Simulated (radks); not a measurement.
# The series with 8 electrons, O to Co¹⁹⁺

An exercise on one series of results from a longer session: the logs are not shown, and one member is left open.

Method: Dirac Kohn-Sham, LDA (Slater exchange, Perdew-Wang correlation), spin-unpolarised, spherical densities, point nucleus; open shells fill j = l - 1/2 first. Code: radks (a radial shooting solver on a logarithmic mesh, Libxc functionals) version 1.

### The atom as given

```
electrons     : 8
ions          : O, F⁺, Ne²⁺, Mg⁴⁺, Al⁵⁺, Si⁶⁺, P⁷⁺, S⁸⁺, Cl⁹⁺, Ar¹⁰⁺, K¹¹⁺, Ca¹²⁺, Sc¹³⁺, Ti¹⁴⁺, V¹⁵⁺, Cr¹⁶⁺, Mn¹⁷⁺, Fe¹⁸⁺, Co¹⁹⁺
configuration : [He] 2s2 2p4
```

Set-up of the first run:

Settings of this run:

```text
Z 8
configuration [He] 2s2 2p4
relativity Dirac
functional lda,pw
spin unpolarised
j_filling energy
nucleus point
c 137.035999084
```

Among the steps run: O.

One of the session's tables, all rows but one given; the rest of the session is left out.

It belongs to the step «O». From the orbitals of this run (lengths in bohr):

```
level     <r>  outermost maximum (interpolated)  90 % within
1s1/2  0.2007                             0.130        0.360
2s1/2   1.147                             0.874         1.85
2p1/2       ?                                 ?            ?
2p3/2   1.265                             0.813         2.23
```

**Question.** Estimate the row for 2p1/2.

The run gave: <r>: 1.263; outermost maximum (interpolated): 0.812; 90 % within: 2.22. In the column «<r>» it lies between 2s1/2 (1.147) and 2p3/2 (1.265).
